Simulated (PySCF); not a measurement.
**C₃H₅PSe: fields and orbitals**

For C₃H₅PSe, the scripts below compute its lowest excited states, analyse its density (charges, bond critical points, surface potential) and see where an electron leaves and enters.

The runs use PySCF 2.14.0; levels as typed in each script, gas phase, geometry from GFN2-xTB.

**1. The starting structure**

SMILES `C#C[PH](C)=[Se]`, 10 atoms, charge 0, spin multiplicity 1.

Bond lengths: C1–C2 1.203 Å, C1–H6 1.052 Å, C2–P3 1.762 Å, P3–C4 1.830 Å, P3–Se5 2.079 Å, P3–H7 1.398 Å, C4–H8 1.091 Å, C4–H9 1.088 Å, C4–H10 1.090 Å. Angles: C2–C1–H6 176.5°, C1–C2–P3 170.5°, C2–P3–C4 104.4°, C2–P3–Se5 115.1°, C2–P3–H7 100.3°, C4–P3–Se5 116.2°, C4–P3–H7 102.7°, Se5–P3–H7 116.2°, P3–C4–H8 108.1°, P3–C4–H9 111.2°, P3–C4–H10 108.4°, H8–C4–H9 110.0°, H8–C4–H10 108.6°, H9–C4–H10 110.4°.

As a file:

```
C    -2.64343    1.47383    0.23397
C    -1.84787    0.62687   -0.07711
P    -0.48357   -0.43466   -0.41667
C    -0.93562   -2.02161    0.37381
Se    1.38022    0.33995    0.08056
H    -3.38565    2.17748    0.47995
H    -0.70144   -0.69413   -1.77306
H    -0.90771   -1.88243    1.45516
H    -1.92757   -2.34598    0.06603
H    -0.19010   -2.76782    0.09908
```

**2. Excited states (CAM-B3LYP/def2-svp)**

The input, input.py:

```python
import numpy as np
from pyscf import gto, scf, dft, tdscf
from pyscf.scf import atom_ks, atom_hf
from scipy.linalg import block_diag

def solve(mol, dm0=None, hcore=None):
    mf = (dft.UKS if mol.spin else dft.RKS)(mol, xc='camb3lyp')
    mf.grids.level = 3
    mf = mf.density_fit(auxbasis='def2-universal-jkfit')
    mf.conv_tol, mf.max_cycle = 1e-8, 80
    if hcore is not None:
        mf.get_hcore = lambda *args: hcore
    mf.kernel(dm0)
    if not mf.converged:
        mf = mf.newton().run(mf.mo_coeff, mf.mo_occ, max_cycle=30)
    assert mf.converged, 'SCF not converged'
    return mf

mol = gto.M(atom='''
C     -2.64343     1.47383     0.23397
C     -1.84787     0.62687    -0.07711
P     -0.48357    -0.43466    -0.41667
C     -0.93562    -2.02161     0.37381
Se     1.38022     0.33995     0.08056
H     -3.38565     2.17748     0.47995
H     -0.70144    -0.69413    -1.77306
H     -0.90771    -1.88243     1.45516
H     -1.92757    -2.34598     0.06603
H     -0.19010    -2.76782     0.09908
''', basis='def2-svp', charge=0, spin=0, verbose=4)
mf = solve(mol)
td = mf.TDA()
td.nstates, td.singlet, td.conv_tol = 5, True, 1e-5
td.kernel()
td.analyze()
x, y = np.array([p[0] for p in td.xy]), np.array([p[1] + 0 * p[0] for p in td.xy])
f, mu = td.oscillator_strength(), td.transition_dipole()
nto = [td.get_nto(state=i + 1, verbose=4) for i in range(len(td.e))]
# spherically averaged free atoms, for the promolecule
atm = atom_ks.get_atm_nrks(mol, xc='camb3lyp')
pro = block_diag(*[(atm[a[0]][2] * atm[a[0]][3]) @ atm[a[0]][2].T for a in mol._atom])
np.savez('result.npz', e=td.e, f=f, ok=td.converged, w=[n[0] for n in nto], nto=[n[1] for n in nto], x=x, y=y, c=mf.mo_coeff, occ=mf.mo_occ, eps=mf.mo_energy, pro=pro, mu=mu)
```

Launch:

```sh
> OMP_NUM_THREADS=1 python input.py
```

**4. Density, bond paths and surface potential (B3LYP/def2-svp)**

The input, input.py:

```python
import numpy as np
from pyscf import gto, scf, dft
from pyscf.scf import atom_ks, atom_hf
from scipy.linalg import block_diag

def solve(mol, dm0=None, hcore=None):
    mf = (dft.UKS if mol.spin else dft.RKS)(mol, xc='b3lyp')
    mf.grids.level = 3
    mf = mf.density_fit(auxbasis='def2-universal-jkfit')
    mf.conv_tol, mf.max_cycle = 1e-8, 80
    if hcore is not None:
        mf.get_hcore = lambda *args: hcore
    mf.kernel(dm0)
    if not mf.converged:
        mf = mf.newton().run(mf.mo_coeff, mf.mo_occ, max_cycle=30)
    assert mf.converged, 'SCF not converged'
    return mf

mol = gto.M(atom='''
C     -2.64343     1.47383     0.23397
C     -1.84787     0.62687    -0.07711
P     -0.48357    -0.43466    -0.41667
C     -0.93562    -2.02161     0.37381
Se     1.38022     0.33995     0.08056
H     -3.38565     2.17748     0.47995
H     -0.70144    -0.69413    -1.77306
H     -0.90771    -1.88243     1.45516
H     -1.92757    -2.34598     0.06603
H     -0.19010    -2.76782     0.09908
''', basis='def2-svp', charge=0, spin=0, verbose=4)
mf = solve(mol)
mf.analyze()
# spherically averaged free atoms, for the promolecule
atm = atom_ks.get_atm_nrks(mol, xc='b3lyp')
pro = block_diag(*[(atm[a[0]][2] * atm[a[0]][3]) @ atm[a[0]][2].T for a in mol._atom])
np.savez('result.npz', e=mf.e_tot, c=mf.mo_coeff, occ=mf.mo_occ, eps=mf.mo_energy, pro=pro, dip=mf.dip_moment(verbose=0), s2=mf.spin_square()[0])
```

**6. Removing and adding an electron (HF/def2-svpd)**

The input, input.py:

```python
import numpy as np
from pyscf import gto, scf, dft
from pyscf.scf import atom_ks, atom_hf
from scipy.linalg import block_diag

def solve(mol, dm0=None, hcore=None):
    mf = scf.UHF(mol) if mol.spin else scf.RHF(mol)
    mf = mf.density_fit(auxbasis='def2-universal-jkfit')
    mf.conv_tol, mf.max_cycle = 1e-8, 80
    if hcore is not None:
        mf.get_hcore = lambda *args: hcore
    mf.kernel(dm0)
    if not mf.converged:
        mf = mf.newton().run(mf.mo_coeff, mf.mo_occ, max_cycle=30)
    assert mf.converged, 'SCF not converged'
    return mf

mol = gto.M(atom='''
C     -2.64343     1.47383     0.23397
C     -1.84787     0.62687    -0.07711
P     -0.48357    -0.43466    -0.41667
C     -0.93562    -2.02161     0.37381
Se     1.38022     0.33995     0.08056
H     -3.38565     2.17748     0.47995
H     -0.70144    -0.69413    -1.77306
H     -0.90771    -1.88243     1.45516
H     -1.92757    -2.34598     0.06603
H     -0.19010    -2.76782     0.09908
''', basis='def2-svpd', charge=0, spin=0, verbose=4)
mf = solve(mol)
out = dict(e0=mf.e_tot, dm0=mf.make_rdm1(), c=mf.mo_coeff, occ=mf.mo_occ, eps=mf.mo_energy)
for name, dq, spin in [('cation', 1, 1), ('anion', -1, 1)]:
    ion = mol.copy().set(charge=mol.charge + dq, spin=spin).build()
    mi = solve(ion)
    if spin and dq > 0 and mol.nao < 130:
        c, _, stable, _ = mi.stability(return_status=True)
        if not stable:
            mi = solve(ion, mi.make_rdm1(c, mi.mo_occ))
    print(name, 'vertical energy change / eV', (mi.e_tot - mf.e_tot) * 27.211386)
    out.update({'e_' + name: mi.e_tot, 'dm_' + name: mi.make_rdm1(), 's2_' + name: mi.spin_square()[0], 'eps_' + name: mi.mo_energy, 'occ_' + name: mi.mo_occ})
# spherically averaged free atoms, for the promolecule
atm = scf.atom_hf.get_atm_nrhf(mol)
pro = block_diag(*[(atm[a[0]][2] * atm[a[0]][3]) @ atm[a[0]][2].T for a in mol._atom])
np.savez('result.npz', pro=pro, **out)
```

(Steps that only read results are left out.)

What does the calculation give? Wanted: lowest singlet excitation; dipole moment; HOMO, LUMO.

As calculated:

| quantity | value |
| --- | --- |
| lowest singlet excitation (CAM-B3LYP/def2-svp) | 4.63 eV |
| dipole moment (B3LYP/def2-svp) | 4.09 D |
| HOMO, LUMO (B3LYP/def2-svp) | -5.84, -0.73 eV |

What this shows: At B3LYP/def2-svp: The highest Hirshfeld charge is on P3 (+0.35 e), the lowest on Se5 (−0.31 e). All values hold at the given geometry, in the gas phase.
